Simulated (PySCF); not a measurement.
# C3H11FOSi3: the cost of one run

Computed with PySCF 2.14.0 and routines of our own; the level stands in each step. Atoms count from 0.

## (1) The starting structure

19 atoms, charge 0, multiplicity 1; geometry from: GFN2-xTB.

## (2) Magnetic properties: GIAO wB97X-D/pcSseg-1

The job: settings as JSON, then the geometry in Å.

```
{"job": {"kind": "mag", "xc": "wB97X-D", "basis": "pcSseg-1", "isotopologues": 2}, "charge": 0, "multiplicity": 1}
C     -2.459765     0.951667    -0.594592
C     -1.362786     0.412720     0.272667
O     -0.408874     1.082319     0.632246
C     -1.413626    -1.021224     0.617076
F     -2.540008    -1.647490     0.124362
Si     0.237814    -1.794070    -0.078825
Si     1.899867    -0.425187     0.786807
Si     2.572335     1.399627    -0.474766
H     -2.503094     0.370729    -1.514605
H     -2.286741     2.000156    -0.820865
H     -3.416596     0.828212    -0.089695
H     -1.424127    -1.157077     1.700497
H      0.073995    -3.209722     0.273793
H      0.032747    -1.748377    -1.534963
H      1.603418    -0.131579     2.195806
H      3.069074    -1.334621     0.887447
H      3.092240     0.926556    -1.767544
H      1.543761     2.386681    -0.783519
H      3.680561     2.119930     0.161210
```

Level: GIAO wB97X-D/pcSseg-1 magnetisability, rotational g tensor and spin-rotation constants, non-relativistic, gas phase.

Command:

```
> OMP_NUM_THREADS=1 python excited_run.py task.json out
```

The driver reads the jobs from task.json and runs them one after another.

Q: Estimate the wall time and peak memory of this first job on 1 thread of Intel Xeon at 2.50GHz, shared host.

About 3.6 min, with a peak of 1.2 GiB.
